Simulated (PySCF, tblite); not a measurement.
# C6H9ClF2O: geometry, infrared bands and NMR shifts

Aim: predict the infrared bands and NMR shifts of C6H9ClF2O (`CC[C@H](C)C(F)(F)C(=O)Cl`).

Programs: tblite 0.8.0 and PySCF 2.14.0, with density-fitted response routines of our own. Each step states its level of theory. These are calculated values for one molecule in the gas phase, unless marked as measured. Atoms count from 0, in the outputs and in this text.

## 1. Starting geometry

19 atoms, charge 0, multiplicity 1; geometry from: force field or distance geometry start.

Bonds of the start (Å): C0–C1 1.49, C1–C2 1.51, C2–C3 1.53, C2–C4 1.48, C4–F5 1.38, C4–F6 1.42, C4–C7 1.48, C7–O8 1.24, C7–Cl9 1.75, C0–H10 1.12, C0–H11 1.15, C0–H12 1.09, C1–H13 1.12, C1–H14 1.11, C2–H15 1.14, C3–H16 1.10, C3–H17 1.12, C3–H18 1.11.

## 2. Optimising the geometry with GFN2-xTB

Job settings and geometry (Å):

```
{"job": {"kind": "relax", "xc": "GFN2-xTB", "basis": "xTB"}, "charge": 0, "multiplicity": 1}
C     -1.831800    -0.931100     0.310800
C     -1.026600    -0.097000    -0.632900
C     -0.041800     0.733800     0.159800
C      0.742400     1.577700    -0.854600
C      0.823600    -0.132300     0.996100
F      0.083000    -0.893000     1.881100
F      1.629000     0.780900     1.719000
C      1.751700    -1.021600     0.270200
O      2.966700    -0.871400     0.451100
Cl     1.287800    -2.301200    -0.828300
H     -2.040200    -0.409800     1.278000
H     -2.843400    -1.164400    -0.175400
H     -1.358800    -1.904200     0.471900
H     -1.750900     0.549700    -1.190500
H     -0.540000    -0.687300    -1.442900
H     -0.624600     1.468600     0.807700
H      0.294000     1.423100    -1.848200
H      1.811300     1.259000    -0.861800
H      0.658800     2.629700    -0.518900
```

Run with:

```
$ OMP_NUM_THREADS=1 python probes_run.py task.json out
```

The driver reads the jobs from task.json and runs them one after another.

**Question.** This job is followed by: GFN2-xTB harmonic vibrations, gas phase; GIAO PBE0/pcSseg-1 NMR shielding, non-relativistic, gas phase. What will the session give for the following? strongest single infrared mode (GFN2-xTB); zero-point energy (GFN2-xTB); 13C shifts against TMS (PBE0/pcSseg-1); 1H shifts against TMS (PBE0/pcSseg-1, means over atoms taken as alike); 19F shifts against CFCl3 (PBE0/pcSseg-1); 17O shifts against H2O (PBE0/pcSseg-1); 35Cl shifts against HCl (PBE0/pcSseg-1); surface potential, 1st and 99th percentile.

**Answer**, as computed:

```
                                                              quantity                                     value
                             strongest single infrared mode (GFN2-xTB)                     1813 cm⁻¹, 322 km/mol
                                          zero-point energy (GFN2-xTB)                             89.3 kcal/mol
                                13C shifts against TMS (PBE0/pcSseg-1)  181.5, 126.3, 47.8, 29.6, 17.5, 15.4 ppm
1H shifts against TMS (PBE0/pcSseg-1, means over atoms taken as alike)          2.13, 1.44, 1.28, 1.26, 1.18 ppm
                              19F shifts against CFCl3 (PBE0/pcSseg-1)                        -105.9, -113.8 ppm
                                17O shifts against H2O (PBE0/pcSseg-1)                                 612.8 ppm
                               35Cl shifts against HCl (PBE0/pcSseg-1)                                   476 ppm
                                 surface potential, 1st and 99th percentile                        -0.95 V and 1.00 V
```

What this shows: Relaxing lowered the energy by 1.128 eV in 121 steps; the close pair that moved most is C0–H11, from 1.146 to 1.087 Å. All 51 modes are real, so the xTB geometry is a minimum. The strongest single mode, at 1813 cm⁻¹, moves mainly C7 and O8. Unscaled tight-binding wavenumbers are off by several per cent, some by more. Its intensities can rank the bands wrongly. At PBE0/pcSseg-1: Shielding is most anisotropic at O8 (span 985 ppm, paramagnetic term -673 ppm). By nearest atom (PBE0/pcSseg-1), the HOMO sits on O8 44 %; Cl9 18 % and the LUMO on C7 46 %; O8 30 %.
